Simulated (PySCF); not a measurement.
# C3H7IOSi: the cost of one run

Programs: PySCF 2.14.0, with routines of our own; each step states its level. All values are computed. Atoms count from 0.

### 1 The starting structure

13 atoms, charge 0, multiplicity 1; geometry from: GFN2-xTB.

### 2 Optimising the geometry at PBE0-D3(BJ)/def2-SVP

Job settings and geometry (Å):

```
{"job": {"xc": "PBE0", "basis": "def2-SVP", "d3": "d3bj", "grid": 1, "maxiter": 30, "shake": 0.01, "kind": "geom"}, "charge": 0, "multiplicity": 1}
C     -2.189360    -0.169350     0.071800
C     -1.037790    -0.410510    -0.468460
I     -0.560580    -2.447490    -0.907160
C      0.070090     0.573060    -0.764190
Si     1.435730     0.557930     0.550050
O      2.422520    -0.698360     0.386280
H     -2.930540    -0.902460     0.292170
H     -2.468300     0.878800     0.292090
H      0.476020     0.377160    -1.719030
H     -0.410570     1.563070    -0.789990
H      2.314940     1.687130     0.321340
H      0.790890     0.565610     1.877370
H      2.092760    -1.591480     0.263660
```

Started as:

```console
$ OMP_NUM_THREADS=1 python heavy_run.py task.json out
```

The driver reads the jobs from task.json and runs them one after another.

Q: Estimate the wall time and peak memory of this first job on 1 thread of Arm Neoverse V2, shared host.

About 69 s, with a peak of 0.59 GiB.
